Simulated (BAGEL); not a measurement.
# One shape, several levels: singlet Si2H4SCl+

Wanted: a comparison of 4 runs (HF/3-21G, B3LYP/6-31G*, PBE0/6-31G*, RI-MP2/6-31G*) of singlet Si2H4SCl+. 

Program for the calculation: BAGEL 1.2.2.

2 further runs of the same task are left out: 2 set aside as unsound or not needed.

### 1 The structure to begin with

Si2H4SCl+: 8 atoms, total charge +1, spin state singlet. As SMILES of the parent species, `[SiH2]S[SiH2]Cl`. The shape is that of a PBE0-D4/def2-TZVP optimisation. This is one conformer, not always the lowest. That shape belongs to the parent species and isn't relaxed for this state.

Bond lengths: Si1–S2 2.139 Å, S2–Si3 2.122 Å, Si3–Cl4 2.053 Å, Si1–H5 1.491 Å, Si1–H6 1.489 Å, Si3–H7 1.479 Å, Si3–H8 1.478 Å. Angles: Si1–S2–Si3 98.4°, S2–Si3–Cl4 111.9°, S2–Si1–H5 109.8°, S2–Si1–H6 106.4°, S2–Si3–H7 111.0°, S2–Si3–H8 106.5°, Cl4–Si3–H7 106.7°, Cl4–Si3–H8 108.7°, H5–Si1–H6 111.1°, H7–Si3–H8 112.1°.

### 2 The energy at HF/3-21G (density fitting with qzvpp-jkfit) (run 1)

File input.json:

```json
{ "bagel" : [

{
  "title" : "molecule",
  "basis" : "3-21g",
  "df_basis" : "qzvpp-jkfit",
  "angstrom" : true,
  "geometry" : [
    { "atom" : "Si", "xyz" : [      -0.830000,       1.647200,       0.145600 ] },
    { "atom" : "S", "xyz" : [       0.976900,       0.723000,       0.822600 ] },
    { "atom" : "Si", "xyz" : [       0.614000,      -1.237900,       0.096600 ] },
    { "atom" : "Cl", "xyz" : [      -1.107300,      -2.038700,       0.879200 ] },
    { "atom" : "H", "xyz" : [      -1.242500,       1.052400,      -1.158400 ] },
    { "atom" : "H", "xyz" : [      -0.531700,       3.098400,       0.001500 ] },
    { "atom" : "H", "xyz" : [       0.452700,      -1.236900,      -1.373300 ] },
    { "atom" : "H", "xyz" : [       1.760100,      -2.064600,       0.530300 ] }
  ]
},

{
  "title" : "hf",
  "charge" : 1
},

{
  "title" : "print",
  "file" : "orbitals.molden",
  "orbitals" : true
}

]}
```

Launch:

```console
$ BAGEL_NUM_THREADS=1 BAGEL input.json > input.out
```

Log:

```text
* using 1 threads per process

  ===============================================================
  ===============================================================

  *** Geometry ***

  { "atom" : "Si", "xyz" : [     -1.568473,      3.112757,      0.275144 ] },
  { "atom" : "S", "xyz" : [      1.846073,      1.366272,      1.554489 ] },
  { "atom" : "Si", "xyz" : [      1.160292,     -2.339292,      0.182548 ] },
  { "atom" : "Cl", "xyz" : [     -2.092494,     -3.852585,      1.661447 ] },
  { "atom" : "H", "xyz" : [     -2.347985,      1.988748,     -2.189059 ] },
  { "atom" : "H", "xyz" : [     -1.004767,      5.855127,      0.002835 ] },
  { "atom" : "H", "xyz" : [      0.855479,     -2.337402,     -2.595161 ] },
  { "atom" : "H", "xyz" : [      3.326107,     -3.901529,      1.002122 ] },

  Number of auxiliary basis functions:      584

  Since a DF basis is specified, we compute 2- and 3-index integrals:
    o Being stored without compression. Storage requirement is 0.017 GB

  Number of basis functions:       60
  Number of electrons      :       65

    * METHOD: MOLECULE                             0.28

  *** RHF ***

  === Nuclear Repulsion ===
   330.2332771676

      * DIIS with orbital gradients will be used.

  === RHF iteration (3-21g) ===
      0      -1429.57923288          0.01072706           0.08
      1      -1429.67770841          0.00420453           0.08
      2      -1429.68822719          0.00102856           0.07
      3      -1429.68903705          0.00035572           0.07
      4      -1429.68915640          0.00012386           0.07
      5      -1429.68917926          0.00005653           0.07
      6      -1429.68918490          0.00001793           0.07
      7      -1429.68918550          0.00000504           0.07
      8      -1429.68918554          0.00000164           0.07
      9      -1429.68918555          0.00000050           0.07
     10      -1429.68918555          0.00000022           0.07
     11      -1429.68918555          0.00000011           0.07
     12      -1429.68918555          0.00000004           0.07
     13      -1429.68918555          0.00000002           0.07
     14      -1429.68918555          0.00000001           0.07
    * SCF iteration converged.

    * Permanent dipole moment:
           (    0.729274,    -2.537975,     0.999050) a.u.

    * METHOD: HF                                   1.27

    * METHOD: PRINT                                0.01

  ===============================================================
```

Run time: 1.7 s. Hardware: 1 thread of Arm Neoverse V1, shared host; peak memory 0.11 GiB.

### 3 A single-point energy at B3LYP/6-31G(d) (density fitting with qzvpp-jkfit, spherical functions) (run 2)

File dft.json:

```json
{ "bagel" : [

{
  "title" : "molecule",
  "basis" : "6-31gs.json",
  "df_basis" : "qzvpp-jkfit",
  "angstrom" : true,
  "geometry" : [
    { "atom" : "Si", "xyz" : [   -0.830000,    1.647200,    0.145600 ] },
    { "atom" : "S", "xyz" : [    0.976900,    0.723000,    0.822600 ] },
    { "atom" : "Si", "xyz" : [    0.614000,   -1.237900,    0.096600 ] },
    { "atom" : "Cl", "xyz" : [   -1.107300,   -2.038700,    0.879200 ] },
    { "atom" : "H", "xyz" : [   -1.242500,    1.052400,   -1.158400 ] },
    { "atom" : "H", "xyz" : [   -0.531700,    3.098400,    0.001500 ] },
    { "atom" : "H", "xyz" : [    0.452700,   -1.236900,   -1.373300 ] },
    { "atom" : "H", "xyz" : [    1.760100,   -2.064600,    0.530300 ] }
  ]
},
{ "title" : "ks", "xc_func" : "b3lyp", "charge" : 1 },
{ "title" : "print", "file" : "orbitals.molden", "orbitals" : true }

]}
```

The basis set 6-31G* is read from a file made from the Basis Set Exchange's data (not shown).

Launch:

```console
$ BAGEL_NUM_THREADS=1 BAGEL dft.json > dft.out
```

Log:

```text
* using 1 threads per process

  ===============================================================
  ===============================================================

  *** Geometry ***

  { "atom" : "Si", "xyz" : [     -1.568473,      3.112757,      0.275144 ] },
  { "atom" : "S", "xyz" : [      1.846073,      1.366272,      1.554489 ] },
  { "atom" : "Si", "xyz" : [      1.160292,     -2.339292,      0.182548 ] },
  { "atom" : "Cl", "xyz" : [     -2.092494,     -3.852585,      1.661447 ] },
  { "atom" : "H", "xyz" : [     -2.347985,      1.988748,     -2.189059 ] },
  { "atom" : "H", "xyz" : [     -1.004767,      5.855127,      0.002835 ] },
  { "atom" : "H", "xyz" : [      0.855479,     -2.337402,     -2.595161 ] },
  { "atom" : "H", "xyz" : [      3.326107,     -3.901529,      1.002122 ] },

  Number of auxiliary basis functions:      584

  Since a DF basis is specified, we compute 2- and 3-index integrals:
    o Being stored without compression. Storage requirement is 0.030 GB

  Number of basis functions:       80
  Number of electrons      :       65

    * METHOD: MOLECULE                             0.39

  *** Kohn-Sham DFT ***

    * Removing 14702 points whose weight is below 1.00e-10
    * Grid points: 104546

  === Nuclear Repulsion ===
   330.2332771676

       - DIIS with orbital gradients will be used.

  === KS iteration (b3lyp / 6-31gs.json) ===
      0      -1415.61856107          0.12280738           0.45
      1      -1404.08852876          0.10004429           0.43
      2      -1340.62061792          0.17214891           0.43
      3      -1430.52875609          0.08014569           0.41
      4      -1436.34307195          0.04062894           0.42
      5      -1438.10738556          0.02917037           0.42
      6      -1439.33304846          0.01244824           0.41
      7      -1439.50062057          0.00340466           0.41
      8      -1439.51108103          0.00145416           0.41
      9      -1439.51286005          0.00052756           0.42
     10      -1439.51318081          0.00016334           0.41
     11      -1439.51319329          0.00012253           0.41
     12      -1439.51320636          0.00003532           0.41
     13      -1439.51320750          0.00000551           0.41
     14      -1439.51320752          0.00000161           0.41
     15      -1439.51320753          0.00000078           0.41
     16      -1439.51320753          0.00000029           0.42
     17      -1439.51320753          0.00000010           0.42
     18      -1439.51320753          0.00000008           0.42
     19      -1439.51320753          0.00000003           0.42
     20      -1439.51320753          0.00000001           0.42
    * SCF iteration converged.

    * Permanent dipole moment:
           (    0.413387,    -2.222629,     0.643945) a.u.

    * METHOD: KS                                   9.33

    * METHOD: PRINT                                0.02

  ===============================================================
```

It took 9.9 s on 1 thread of Arm Neoverse V1, shared host; peak memory 0.45 GiB.

Run 3 isn't shown in full; the table further down has it.

### 4 The energy at RI-MP2/6-31G(d) (density fitting with qzvpp-jkfit, spherical functions) (run 4)

File job.json:

```json
{ "bagel" : [

{
  "title" : "molecule",
  "basis" : "6-31gs.json",
  "df_basis" : "qzvpp-jkfit",
  "angstrom" : "true",
  "geometry" : [
    { "atom" : "Si", "xyz" : [      -0.830000,       1.647200,       0.145600 ] },
    { "atom" : "S", "xyz" : [       0.976900,       0.723000,       0.822600 ] },
    { "atom" : "Si", "xyz" : [       0.614000,      -1.237900,       0.096600 ] },
    { "atom" : "Cl", "xyz" : [      -1.107300,      -2.038700,       0.879200 ] },
    { "atom" : "H", "xyz" : [      -1.242500,       1.052400,      -1.158400 ] },
    { "atom" : "H", "xyz" : [      -0.531700,       3.098400,       0.001500 ] },
    { "atom" : "H", "xyz" : [       0.452700,      -1.236900,      -1.373300 ] },
    { "atom" : "H", "xyz" : [       1.760100,      -2.064600,       0.530300 ] }
  ]
},

{ "title" : "hf", "charge" : 1 },

{ "title" : "mp2", "charge" : 1, "ncore" : 20 }

]}
```

The basis set 6-31G* is read from a file made from the Basis Set Exchange's data (not shown).

Launch:

```console
$ BAGEL_NUM_THREADS=1 BAGEL job.json > job.out
```

Log:

```text
* using 1 threads per process

  ===============================================================
  ===============================================================

  *** Geometry ***

  { "atom" : "Si", "xyz" : [     -1.568473,      3.112757,      0.275144 ] },
  { "atom" : "S", "xyz" : [      1.846073,      1.366272,      1.554489 ] },
  { "atom" : "Si", "xyz" : [      1.160292,     -2.339292,      0.182548 ] },
  { "atom" : "Cl", "xyz" : [     -2.092494,     -3.852585,      1.661447 ] },
  { "atom" : "H", "xyz" : [     -2.347985,      1.988748,     -2.189059 ] },
  { "atom" : "H", "xyz" : [     -1.004767,      5.855127,      0.002835 ] },
  { "atom" : "H", "xyz" : [      0.855479,     -2.337402,     -2.595161 ] },
  { "atom" : "H", "xyz" : [      3.326107,     -3.901529,      1.002122 ] },

  Number of auxiliary basis functions:      584

  Since a DF basis is specified, we compute 2- and 3-index integrals:
    o Being stored without compression. Storage requirement is 0.030 GB

  Number of basis functions:       80
  Number of electrons      :       65

    * METHOD: MOLECULE                             0.38

  *** RHF ***

  === Nuclear Repulsion ===
   330.2332771676

      * DIIS with orbital gradients will be used.

  === RHF iteration (6-31gs.json) ===
      0      -1436.78476359          0.01072820           0.11
      1      -1436.89370338          0.00421078           0.11
      2      -1436.90698418          0.00099523           0.10
      3      -1436.90811123          0.00024520           0.10
      4      -1436.90818400          0.00009202           0.10
      5      -1436.90819945          0.00003545           0.11
      6      -1436.90820241          0.00001437           0.10
      7      -1436.90820294          0.00000523           0.11
      8      -1436.90820301          0.00000178           0.11
      9      -1436.90820302          0.00000053           0.11
     10      -1436.90820302          0.00000021           0.11
     11      -1436.90820302          0.00000009           0.11
     12      -1436.90820302          0.00000003           0.11
     13      -1436.90820302          0.00000001           0.11
     14      -1436.90820302          0.00000001           0.10
    * SCF iteration converged.

    * Permanent dipole moment:
           (    0.746050,    -2.556324,     0.705243) a.u.

    * METHOD: HF                                   1.83

  *** RHF ***

  === Nuclear Repulsion ===
   330.2332771676

      * DIIS with orbital gradients will be used.

  === RHF iteration (6-31gs.json) ===
      0      -1436.90820302          0.00000000           0.10
    * SCF iteration converged.

    * Permanent dipole moment:
           (    0.746050,    -2.556324,     0.705243) a.u.

  === DF-MP2 calculation ===

    * freezing 20 orbitals
    * 3-index integral transformation done
    * assembly done

      MP2 correlation energy:   -0.3957088570      0.03

      MP2 total energy:       -1437.3039118801

    * METHOD: MP2                                  0.26

  ===============================================================
```

Wall time 2.6 s (1 thread of Arm Neoverse V1, shared host); peak memory 0.14 GiB.

### 5 Overview of the runs

```tsv
run	level	frozen core orbitals	energy (Eh)	HOMO energy (eV)	LUMO energy (eV)	HOMO–LUMO gap (eV)	wall time
1	HF/3-21G (density fitting with qzvpp-jkfit)	–	-1429.689186	-16.53	-7.57	8.96	1.7 s
2	B3LYP/6-31G* (density fitting with qzvpp-jkfit, spherical functions)	–	-1439.513208	-13.05	-10.38	2.67	9.9 s
3	PBE0/6-31G* (density fitting with qzvpp-jkfit, spherical functions)	–	-1438.907161	-13.33	-10.25	3.08	9.9 s
4	RI-MP2/6-31G* (density fitting with qzvpp-jkfit, spherical functions)	20	-1437.303912	–	–	–	2.6 s
```

### 6 Results

| quantity | value |
| --- | --- |
| run 4: total energy | -1437.30391 Eh |
| run 4: correlation energy (20 core orbitals frozen) | -395.7 mEh |

Over runs 1, 2, 3 the HOMO–LUMO gap runs from 2.67 eV (B3LYP/6-31G*) to 8.96 eV (HF/3-21G). The two ends differ in method and basis. Totals of different functionals can't be ranked against each other. All runs together took 24 s, the longest 9.9 s.
